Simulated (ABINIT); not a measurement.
# BeAl2P (P-3m1) in ABINIT: single point with LDA

Aim: the single point of BeAl2P with LDA.

Everything below comes from runs of ABINIT 10.8.3 (patched build). Logs are shortened: lines on timing, memory, paths and dates and some standing lists are left out, and cuts for length are marked. The log counts tension as positive stress, the text compression.

## Step 1: Starting point

It takes space group P-3m1 (No. 164, trigonal). Conventional cell: a = 3.150 Å, b = 3.150 Å, c = 5.719 Å, α = 90.00°, β = 90.00°, γ = 120.00°. Around Be (site symmetry -3m) lie 6 Al at 2.26 Å. Al (site symmetry 3m) has 3 Be at 2.26 Å and 3 P at 2.37 Å as nearest neighbours. P (site symmetry -3m) has 6 Al at 2.37 Å as nearest neighbours.

The cell was built by a generator and needn't be a form met in nature.

## Step 2: Single point, LDA

Contents of run.abi:

```
pp_dirpath "./"
pseudos "Be.LDA_PW-JTH.xml, Al.LDA_PW-JTH.xml, P.LDA_PW-JTH.xml"

acell 3*1.0
rprim
     5.9521808859     0.0000000000     0.0000000000
    -2.9760904430     5.1547398561     0.0000000000
     0.0000000000     0.0000000000    10.8082366401
ntypat 3
znucl 4 13 15
natom 4
typat 1 2 2 3
xred
     0.0000000000     0.0000000000     0.0000000000
     0.3333333300     0.6666666700     0.2350000000
     0.6666666700     0.3333333300     0.7650000000
     0.0000000000     0.0000000000     0.5000000000

ecut 20.0
pawecutdg 40.0

kptopt 1
ngkpt 8 8 4
nshiftk 1
shiftk 0.0 0.0 0.0

ixc 7

nband 12
occopt 3
tsmear 0.05 eV

nstep 100
tolvrs 1.0e-9

iomode 3
prtwf 0
prtden 0
prteig 0
prtebands 0
enunit 2
```

Potentials or basis: JTH PAW LDA v2.0.

Launch:

```
$ abinit run.abi > log 2>&1
```

run.abo:

```text
.Version 10.8.3 of ABINIT
 Symmetries : space group P-3 m 1 (#164); Bravais hP (primitive hexag.)
================================================================================
 Values of the parameters that define the memory need of the present run
     intxc =       0    ionmov =       0      iscf =      17    lmnmax =       8
     lnmax =       4     mgfft =      45  mpssoang =       2    mqgrid =    3078
     natom =       4  nloc_mem =       2    nspden =       1   nspinor =       1
    nsppol =       1      nsym =      12    n1xccc =       1    ntypat =       3
    occopt =       3   xclevel =       1
       mpw =        1442          nfft =       25920          nkpt =          35
 PAW method is used; the additional fine FFT grid is defined by:
   mgfftf=        64    nfftf =     82944
================================================================================
================================================================================

--------------------------------------------------------------------------------
------------- Echo of variables that govern the present computation ------------
--------------------------------------------------------------------------------
 -outvars: echo values of preprocessed input variables --------
            acell      1.0000000000E+00  1.0000000000E+00  1.0000000000E+00 Bohr
              amu      9.01218200E+00  2.69815390E+01  3.09737620E+01
             ecut      2.00000000E+01 Hartree
           enunit           2
              ixc           7
         kptrlatt        8    0    0      0    8    0      0    0    4
          kptrlen      4.32329466E+01
            natom           4
            nband          12
            ngfft          24      24      45
          ngfftdg          36      36      64
             nkpt          35
            nstep         100
             nsym          12
           ntypat           3
           occopt           3
        pawecutdg      4.00000000E+01 Hartree
           prtden           0
        prtebands           0
           prteig           0
            prtwf           0
            rprim      5.9521808859E+00  0.0000000000E+00  0.0000000000E+00
                      -2.9760904430E+00  5.1547398561E+00  0.0000000000E+00
                       0.0000000000E+00  0.0000000000E+00  1.0808236640E+01
          spgroup         164
           tolvrs      1.00000000E-09
           tsmear      1.83746611E-03 Hartree
            typat      1  2  2  3
           useylm           1
           xangst      0.0000000000E+00  0.0000000000E+00  0.0000000000E+00
                      -1.7639065091E-11  1.8185139054E+00  1.3440760413E+00
                       1.5748792389E+00  9.0925695271E-01  4.3753964748E+00
                       0.0000000000E+00  0.0000000000E+00  2.8597362581E+00
            xcart      0.0000000000E+00  0.0000000000E+00  0.0000000000E+00
                      -3.3333002140E-11  3.4364932374E+00  2.5399356104E+00
                       2.9760904429E+00  1.7182466187E+00  8.2683010297E+00
                       0.0000000000E+00  0.0000000000E+00  5.4041183201E+00
             xred      0.0000000000E+00  0.0000000000E+00  0.0000000000E+00
                       3.3333333333E-01  6.6666666667E-01  2.3500000000E-01
                       6.6666666667E-01  3.3333333333E-01  7.6500000000E-01
                       0.0000000000E+00  0.0000000000E+00  5.0000000000E-01
            znucl        4.00000   13.00000   15.00000

================================================================================

 chkinp: Checking input parameters for consistency.

================================================================================
== DATASET  1 ==================================================================

--- !DatasetInfo
iteration_state: {dtset: 1, }
dimensions: {natom: 4, nkpt: 35, mband: 12, nsppol: 1, nspinor: 1, nspden: 1, mpw: 1442, }
cutoff_energies: {ecut:  20.0, pawecutdg:  40.0, }
electrons: {nelect:   1.50000000E+01, charge:   0.00000000E+00, occopt:   3.00000000E+00, tsmear:   1.83746611E-03, }
meta: {optdriver: 0, ionmov: 0, optcell: 0, iscf: 17, paral_kgb: 0, }
...

 Exchange-correlation functional for the present dataset will be:
  LDA: Perdew-Wang 92 LSD fit to Ceperley-Alder data - ixc=7
  J.P.Perdew and Y.Wang, PRB 45, 13244 (1992)

 Real(R)+Recip(G) space primitive vectors, cartesian coordinates (Bohr,Bohr^-1):
 R(1)=  5.9521809  0.0000000  0.0000000  G(1)=  0.1680056  0.0969981  0.0000000
 R(2)= -2.9760904  5.1547399  0.0000000  G(2)=  0.0000000  0.1939962  0.0000000
 R(3)=  0.0000000  0.0000000 10.8082366  G(3)=  0.0000000  0.0000000  0.0925220
 Unit cell volume ucvol=  3.3161771E+02 bohr^3
 Angles (23,13,12)=  9.00000000E+01  9.00000000E+01  1.20000000E+02 degrees

 Coarse grid specifications (used for wave-functions):

 getcut: wavevector=  0.0000  0.0000  0.0000  ngfft=  24  24  45
         ecut(hartree)=     20.000   => boxcut(ratio)=   2.00288

 Fine grid specifications (used for densities):

 getcut: wavevector=  0.0000  0.0000  0.0000  ngfft=  36  36  64
         ecut(hartree)=     40.000   => boxcut(ratio)=   2.07984

--- Pseudopotential description ------------------------------------------------
- pspini: atom type   1  psp file is ./Be.LDA_PW-JTH.xml
 Pseudopotential format is: paw10
 basis_size (lnmax)=  4 (lmn_size=  8), orbitals=   0   0   1   1
 Spheres core radius: rc_sph= 1.60727588
 Shapefunction is SIN type: shapef(r)=[sin(pi*r/rshp)/(pi*r/rshp)]**2
 Radius for shape functions =  1.40108027
 Compensation charge density is not taken into account in XC energy/potential

- pspini: atom type   2  psp file is ./Al.LDA_PW-JTH.xml
 Pseudopotential format is: paw10
 basis_size (lnmax)=  4 (lmn_size=  8), orbitals=   0   0   1   1
 Spheres core radius: rc_sph= 1.90363307
 Shapefunction is SIN type: shapef(r)=[sin(pi*r/rshp)/(pi*r/rshp)]**2
 Radius for shape functions =  1.60786206
 Compensation charge density is not taken into account in XC energy/potential

- pspini: atom type   3  psp file is ./P.LDA_PW-JTH.xml
 Pseudopotential format is: paw10
 basis_size (lnmax)=  4 (lmn_size=  8), orbitals=   0   0   1   1
 Spheres core radius: rc_sph= 1.60765221
 Shapefunction is SIN type: shapef(r)=[sin(pi*r/rshp)/(pi*r/rshp)]**2
 Radius for shape functions =  1.60765221
 Compensation charge density is not taken into account in XC energy/potential

  -8.10449121E+01                                ecore*ucvol(ha*bohr**3)
--------------------------------------------------------------------------------

================================================================================

--- !BeginCycle
iteration_state: {dtset: 1, }
solver: {iscf: 17, nstep: 100, nline: 4, wfoptalg: 10, }
tolerances: {tolvrs: 1.00E-09, }
...

     iter   Etot(hartree)      deltaE(h)  residm     nres2
 ETOT  1  -24.671228729906    -2.467E+01 3.032E+01 2.043E+00
 ETOT  2  -25.503792022858    -8.326E-01 1.542E-02 6.924E-01
 ETOT  3  -25.501259524178     2.532E-03 1.420E-02 7.316E-02
 ETOT  4  -25.500858583301     4.009E-04 1.544E-03 5.571E-03
 ETOT  5  -25.500854457206     4.126E-06 5.518E-04 1.862E-04
 ETOT  6  -25.500854249166     2.080E-07 3.450E-04 1.232E-05
 ETOT  7  -25.500854234113     1.505E-08 1.346E-04 4.280E-07
 ETOT  8  -25.500854232480     1.633E-09 3.031E-04 1.661E-08
 ETOT  9  -25.500854232448     3.202E-11 8.857E-05 5.076E-10

 At SCF step    9       nres2   =  5.08E-10 < tolvrs=  1.00E-09 =>converged.

 Cartesian components of stress tensor (hartree/bohr^3)
  sigma(1 1)= -9.00698251E-04  sigma(3 2)=  0.00000000E+00
  sigma(2 2)= -9.00698250E-04  sigma(3 1)=  0.00000000E+00
  sigma(3 3)= -8.58242930E-04  sigma(2 1)= -1.58851045E-14

--- !ResultsGS
iteration_state: {dtset: 1, }
comment   : Summary of ground state results
lattice_vectors:
- [  5.9521809,   0.0000000,   0.0000000, ]
- [ -2.9760904,   5.1547399,   0.0000000, ]
- [  0.0000000,   0.0000000,  10.8082366, ]
lattice_lengths: [   5.95218,    5.95218,   10.80824, ]
lattice_angles: [ 90.000,  90.000, 120.000, ] # degrees, (23, 13, 12)
lattice_volume:   3.3161771E+02
convergence: {deltae:  3.202E-11, res2:  5.076E-10, residm:  8.857E-05, diffor: null, }
etotal    :  -2.55008542E+01
entropy   :   0.00000000E+00
fermie    :   3.84013956E-01
cartesian_stress_tensor: # hartree/bohr^3
- [ -9.00698251E-04,  -1.58851045E-14,   0.00000000E+00, ]
- [ -1.58851045E-14,  -9.00698250E-04,   0.00000000E+00, ]
- [  0.00000000E+00,   0.00000000E+00,  -8.58242930E-04, ]
pressure_GPa:   2.6083E+01
xred      :
- [  0.0000E+00,   0.0000E+00,   0.0000E+00, Be]
- [  3.3333E-01,   6.6667E-01,   2.3500E-01, Al]
- [  6.6667E-01,   3.3333E-01,   7.6500E-01, Al]
- [  0.0000E+00,   0.0000E+00,   5.0000E-01,  P]
cartesian_forces: # hartree/bohr
- [  3.61903682E-28,  -2.08945188E-28,  -0.00000000E+00, ]
- [ -3.25713314E-27,  -3.13417782E-27,   3.12880145E-03, ]
- [  2.53332577E-27,   3.55206820E-27,  -3.12880145E-03, ]
- [  3.61903682E-28,  -2.08945188E-28,  -0.00000000E+00, ]
force_length_stats: {min:   4.17890376E-28, max:   3.12880145E-03, mean:   1.56440072E-03, }
...

 Integrated electronic density in atomic spheres:
 ------------------------------------------------
 Atom  Sphere_radius  Integrated_density
    1        1.60728          2.66843403
    2        1.90363          0.86775491
    3        1.90363          0.86775491
    4        1.60765          1.67211870

================================================================================

 ----iterations are completed or convergence reached----

 Mean square residual over all n,k,spin=   37.438E-08; max=  88.568E-06
 reduced coordinates (array xred) for    4 atoms
       0.000000000000      0.000000000000      0.000000000000
       0.333333333333      0.666666666667      0.235000000000
       0.666666666667      0.333333333333      0.765000000000
       0.000000000000      0.000000000000      0.500000000000
 rms dE/dt=  1.3806E-02; max dE/dt=  3.3817E-02; dE/dt below (all hartree)
    1       0.000000000000      0.000000000000      0.000000000000
    2       0.000000000000      0.000000000000     -0.033816826438
    3      -0.000000000000     -0.000000000000      0.033816826438
    4       0.000000000000      0.000000000000      0.000000000000

 cartesian coordinates (angstrom) at end:
    1      0.00000000000000     0.00000000000000     0.00000000000000
    2     -0.00000000001764     1.81851390542065     1.34407604128528
    3      1.57487923891812     0.90925695271033     4.37539647482229
    4      0.00000000000000     0.00000000000000     2.85973625805379

 cartesian forces (hartree/bohr) at end:
    1      0.00000000000000    -0.00000000000000    -0.00000000000000
    2     -0.00000000000000    -0.00000000000000     0.00312880144694
    3      0.00000000000000     0.00000000000000    -0.00312880144694
    4      0.00000000000000    -0.00000000000000    -0.00000000000000
 frms,max,avg= 1.2773278E-03 3.1288014E-03   0.000E+00  0.000E+00  0.000E+00 h/b

 cartesian forces (eV/Angstrom) at end:
    1      0.00000000000000    -0.00000000000000    -0.00000000000000
    2     -0.00000000000000    -0.00000000000000     0.16088943923352
    3      0.00000000000000     0.00000000000000    -0.16088943923352
    4      0.00000000000000    -0.00000000000000    -0.00000000000000
 frms,max,avg= 6.5682839E-02 1.6088944E-01   0.000E+00  0.000E+00  0.000E+00 e/A
 length scales=  1.000000000000  1.000000000000  1.000000000000 bohr
              =  0.529177210544  0.529177210544  0.529177210544 angstroms
 Fermi (or HOMO) energy (hartree) =   0.38401   Average Vxc (hartree)=  -0.39951
 Eigenvalues (hartree) for nkpt=  35  k points:
 kpt#   1, nband= 12, wtk=  0.00391, kpt=  0.0000  0.0000  0.0000 (reduced coord)
  -3.23670   -0.15431    0.04973    0.06768    0.40517    0.40517    0.42953    0.54523
   0.56034    0.56034    0.57754    0.57754
      occupation numbers for kpt#   1
   2.00000    2.00000    2.00000    2.00000    0.00002    0.00002    0.00000    0.00000
   0.00000    0.00000    0.00000    0.00000
 prteigrs : prtvol=0 or 1, do not print more k-points.

 Fermi (or HOMO) energy (eV) =  10.44955   Average Vxc (eV)= -10.87120
 Eigenvalues (   eV  ) for nkpt=  35  k points:
 kpt#   1, nband= 12, wtk=  0.00391, kpt=  0.0000  0.0000  0.0000 (reduced coord)
 -88.07520   -4.19907    1.35327    1.84174   11.02532   11.02532   11.68824   14.83645
  15.24761   15.24761   15.71570   15.71570
 prteigrs : prtvol=0 or 1, do not print more k-points.

--- !EnergyTerms
iteration_state     : {dtset: 1, }
comment             : Components of total free energy in Hartree
kinetic             :  6.69423888829299E+00
hartree             :  2.12259967085526E+00
xc                  : -5.49198245421328E+00
Ewald energy        : -1.87755946947231E+01
psp_core            : -2.44392591895876E-01
local_psp           : -6.74834327296633E+00
PAW spherical_terms : -3.05672475716295E+00
internal            : -2.55001992118133E+01
'-kT*entropy'       : -6.41903613831494E-04
total_energy        : -2.55008411154271E+01
total_energy_eV     : -6.93913237189281E+02
...

--- !EnergyTermsDC
iteration_state     : {dtset: 1, }
comment             : '"Double-counting" decomposition of free energy'
band_energy         : -4.15415962798183E+00
Ewald energy        : -1.87755946947231E+01
psp_core            : -2.44392591895876E-01
xc_dc               : -1.59887770254914E+00
PAW spherical_terms : -7.27187711683872E-01
internal            : -2.55002123288339E+01
'-kT*entropy'       : -6.41903613831494E-04
total_energy_dc     : -2.55008542324477E+01
total_energy_dc_eV  : -6.93913594121593E+02
...

--- !EnergyTermsWithPAWCore
iteration_state     : {dtset: 1, }
comment             : 'Components of total free energy, including PAW core contributions'
Total energy        : -8.39380409223869E+02
Total energy DC     : -8.39380422340890E+02
Total energy (eV)   : -2.28407045227003E+04
Total energy DC (eV): -2.28407048796326E+04
...

 Cartesian components of stress tensor (hartree/bohr^3)
  sigma(1 1)= -9.00698251E-04  sigma(3 2)=  0.00000000E+00
  sigma(2 2)= -9.00698250E-04  sigma(3 1)=  0.00000000E+00
  sigma(3 3)= -8.58242930E-04  sigma(2 1)= -1.58851045E-14

-Cartesian components of stress tensor (GPa)         [Pressure=  2.6083E+01 GPa]
- sigma(1 1)= -2.64994574E+01  sigma(3 2)=  0.00000000E+00
- sigma(2 2)= -2.64994574E+01  sigma(3 1)=  0.00000000E+00
- sigma(3 3)= -2.52503788E+01  sigma(2 1)= -4.67355911E-10

== END DATASET(S) ==============================================================
================================================================================

 -outvars: echo values of variables after computation  --------
            acell      1.0000000000E+00  1.0000000000E+00  1.0000000000E+00 Bohr
           etotal     -2.5500854232E+01
            fcart      3.6190368200E-28 -2.0894518818E-28 -0.0000000000E+00
                      -3.2571331380E-27 -3.1341778228E-27  3.1288014469E-03
                       2.5333257740E-27  3.5520681991E-27 -3.1288014469E-03
                       3.6190368200E-28 -2.0894518818E-28 -0.0000000000E+00
            rprim      5.9521808859E+00  0.0000000000E+00  0.0000000000E+00
                      -2.9760904430E+00  5.1547398561E+00  0.0000000000E+00
                       0.0000000000E+00  0.0000000000E+00  1.0808236640E+01
           strten     -9.0069825055E-04 -9.0069824992E-04 -8.5824293025E-04
                       0.0000000000E+00  0.0000000000E+00 -1.5885104536E-14
           xangst      0.0000000000E+00  0.0000000000E+00  0.0000000000E+00
                      -1.7639065091E-11  1.8185139054E+00  1.3440760413E+00
                       1.5748792389E+00  9.0925695271E-01  4.3753964748E+00
                       0.0000000000E+00  0.0000000000E+00  2.8597362581E+00
             xred      0.0000000000E+00  0.0000000000E+00  0.0000000000E+00
                       3.3333333333E-01  6.6666666667E-01  2.3500000000E-01
                       6.6666666667E-01  3.3333333333E-01  7.6500000000E-01
                       0.0000000000E+00  0.0000000000E+00  5.0000000000E-01
 Calculation completed.
```

Wall time 14 s (1 thread of Arm Neoverse V1, shared host); peak memory 0.09 GiB.

What came out:

```
Free energy                                           : -693.9136 eV
Pressure                                              : 26.1 GPa
Largest force                                         : 0.161 eV/Å
Band gap on the k mesh                                : none (metal or under the smearing width)
Valence electrons inside the program's atomic spheres : Be 2.67; Al 0.87; P 1.67
```

Forces in eV/Å, atoms in the order of the input:
```
Be   0.000  0.000  0.000
Al   0.000  0.000  0.161
Al   0.000  0.000 -0.161
P    0.000  0.000  0.000
```

Stress tensor (GPa, compression positive):
```
26.50  0.00  0.00
 0.00 26.50  0.00
 0.00  0.00 25.25
```

Caveat: so large a pressure means that the cell lies far from this level's equilibrium, or that cutoff or potentials fall short.
